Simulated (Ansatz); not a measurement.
The system is GaSn.

```
CELL_PARAMETERS angstrom
0.00000 2.90288 3.09822
2.72925 0.00000 3.09822
2.72925 2.90288 0.00000
ATOMIC_POSITIONS crystal
Ga 0.50000 0.50000 0.50000
Sn 0.00000 0.00000 0.00000
```

The cell was built by a generator and needn't be a form met in nature.

* Program: Ansatz 0.2.0
* Task: relaxation of cell and atoms
* Functional: BLYP
* Potentials or basis: Ansatz PAW
* Cutoff: 420 eV (not typed: the program's choice for these potentials)
* k mesh: 8 × 8 × 8
* Occupations: fermi-dirac, width 0.05 eV
* Spin: no spin polarisation

At the start: volume 24.55 Å³/atom.

Where does the relaxation end?

It ends after 7 steps and the volume is 27.00 Å³/atom (+10.0 %); space group Fm-3m (No. 225, to 0.05 Å).

The path:
```
step  energy change (eV)  largest force (eV/Å)  volume (Å³)
   1              0.0000                0.0000        49.09
   2             -0.1323                0.0000        52.93
   3             -0.1690                0.0000        53.75
   4             -0.1726                0.0000        53.83
   5             -0.1739                0.0000        53.83
   6             -0.1739                0.0000        54.00
   7             -0.1740                0.0000        54.00
```

Final structure:
```
Ga Sn
1.0
     0.00000    3.00076    3.00069
     2.99829    0.00000    3.00069
     2.99829    3.00076    0.00000
Ga Sn
1 1
Direct
  0.50000 0.50000 0.50000
  0.00000 0.00000 0.00000
```

Caveat: the plane-wave basis is chosen anew once the cell has moved, so the energies of steps on either side of that aren't comparable; the PAW data sets come from PBE, with cores solved anew for the run's functional, which leaves a small shift of forces and pressure.
